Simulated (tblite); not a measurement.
# C6H11BF2Se: the cost of one run

Programs: tblite 0.8.0 and PySCF 2.14.0, with density-fitted response routines of our own. Each step states its level of theory. These are calculated values for one molecule in the gas phase, unless marked as measured. Atoms are numbered from 0 throughout.

## (1) Starting geometry

21 atoms, charge 0, multiplicity 1; geometry from: force field or distance geometry start.

Bonds of the start (Å): F0–C1 1.40, C1–F2 1.39, C1–C3 1.52, C3–B4 1.58, B4–C5 1.59, C5–C6 1.50, C6–C7 1.50, C7–C8 1.48, C8–Se9 1.90, Se9–C3 1.91, C1–H10 1.12, C3–H11 1.13, B4–H12 1.18, C5–H13 1.11, C5–H14 1.11, C6–H15 1.12, C6–H16 1.12, C7–H17 1.13, C7–H18 1.12, C8–H19 1.13, C8–H20 1.14.

## (2) Optimising the geometry with GFN2-xTB

Job settings and geometry (Å):

```
{"job": {"kind": "relax", "xc": "GFN2-xTB", "basis": "xTB"}, "charge": 0, "multiplicity": 1}
F      3.631800    -0.293100     0.003300
C      2.748100     0.786500     0.083300
F      3.254100     1.765500     0.924100
C      1.423900     0.300200     0.637200
B      0.847300    -0.805600    -0.335000
C     -0.412400    -1.728700    -0.049800
C     -1.489600    -0.901200     0.595500
C     -1.894000     0.195500    -0.351500
C     -1.503200     1.555200     0.089400
Se     0.196100     1.736600     0.924200
H      2.605600     1.211700    -0.941200
H      1.636400    -0.212900     1.621300
H      1.534600    -1.123900    -1.245400
H     -0.100400    -2.508100     0.677900
H     -0.750100    -2.186800    -1.001000
H     -2.362800    -1.587700     0.759400
H     -1.111100    -0.528000     1.578200
H     -1.478500    -0.032100    -1.372700
H     -3.008700     0.159900    -0.425300
H     -1.502300     2.218000    -0.822700
H     -2.273700     1.995900     0.804800
```

Launch:

```
$ OMP_NUM_THREADS=1 python probes_run.py task.json out
```

One launch serves the whole session: the jobs run in the order shown.

**Question.** How long does this first job take on 1 thread of Arm Neoverse N1, shared host, and how much memory does it need?

About 3.1 s, with a peak of 0.18 GiB.
